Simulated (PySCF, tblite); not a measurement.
# C4H9OP2+: geometry, infrared bands and NMR shifts

Wanted: the infrared bands and NMR shifts of C4H9OP2+ (`CP(C#C[PH3+])CO`), by calculation.

Computed with tblite 0.8.0 and PySCF 2.14.0, with density-fitted response routines of our own, on a single molecule in the gas phase. Atoms count from 0, in the outputs and in this text.

## Step 1: Starting geometry

16 atoms, charge 1, multiplicity 1; geometry from: force field or distance geometry start.

Bonds of the start (Å): C0–P1 1.88, P1–C2 1.85, C2–C3 1.20, C3–P4 1.77, P1–C5 1.88, C5–O6 1.40, C0–H7 1.10, C0–H8 1.12, C0–H9 1.10, P4–H10 1.40, P4–H11 1.40, P4–H12 1.42, C5–H13 1.13, C5–H14 1.10, O6–H15 0.99.

## Step 2: Geometry optimisation with GFN2-xTB

What the job is given:

```
{"job": {"kind": "relax", "xc": "GFN2-xTB", "basis": "xTB"}, "charge": 1, "multiplicity": 1}
C     -1.884000    -1.667100    -0.099900
P     -1.168400    -0.006100    -0.597400
C      0.670500    -0.092100    -0.468600
C      1.863900    -0.123500    -0.385100
P      3.622600    -0.189200    -0.218500
C     -1.796100     1.273600     0.631000
O     -1.494800     2.515800     0.060100
H     -1.331100    -2.449000    -0.644600
H     -1.716300    -1.823500     0.993900
H     -2.963200    -1.656600    -0.320400
H      4.167500     0.655900    -1.188000
H      4.053000     0.188300     1.058900
H      4.012900    -1.530900    -0.461500
H     -1.168300     1.191200     1.571800
H     -2.866100     1.157700     0.840600
H     -2.009500     2.564400    -0.783800
```

The run is started by

```sh
$ OMP_NUM_THREADS=1 python probes_run.py task.json out
```

The driver reads the jobs from task.json and runs them one after another.

**Question.** This job is followed by: GFN2-xTB harmonic vibrations, gas phase; GIAO PBE0/pcSseg-1 NMR shielding, non-relativistic, gas phase. What will the session give for the following? strongest single infrared mode (GFN2-xTB); zero-point energy (GFN2-xTB); ¹³C shifts against TMS (PBE0/pcSseg-1); ¹H shifts against TMS (PBE0/pcSseg-1, means over atoms taken as alike); ³¹P shifts against H3PO4 (PBE0/pcSseg-1); ¹⁷O shifts against H2O (PBE0/pcSseg-1).

**Answer**, as computed:

| quantity | value |
| --- | --- |
| strongest single infrared mode (GFN2-xTB) | 2150 cm⁻¹, 596 km/mol |
| zero-point energy (GFN2-xTB) | 71.4 kcal/mol |
| ¹³C shifts against TMS (PBE0/pcSseg-1) | 164.7, 71.8, 60.3, 8.5 ppm |
| ¹H shifts against TMS (PBE0/pcSseg-1, means over atoms taken as alike) | 6.76, 4.88, 1.62, 1.42 ppm |
| ³¹P shifts against H3PO4 (PBE0/pcSseg-1) | -71.4, -136.4 ppm |
| ¹⁷O shifts against H2O (PBE0/pcSseg-1) | 32.9 ppm |

What this shows: The optimisation took 96 steps and gained 0.725 eV; among the close pairs (by a distance rule), P1–C2 changed most, from 1.845 to 1.762 Å. The lowest mode is imaginary (24i cm⁻¹), so the xTB geometry is not a minimum. The strongest single mode, at 2150 cm⁻¹, moves mainly C3 and C2. Unscaled tight-binding wavenumbers are off by several per cent, some by more. Its intensities can rank the bands wrongly. At PBE0/pcSseg-1: The widest tensor belongs to C2: span 347 ppm, with a paramagnetic part of -253 ppm.
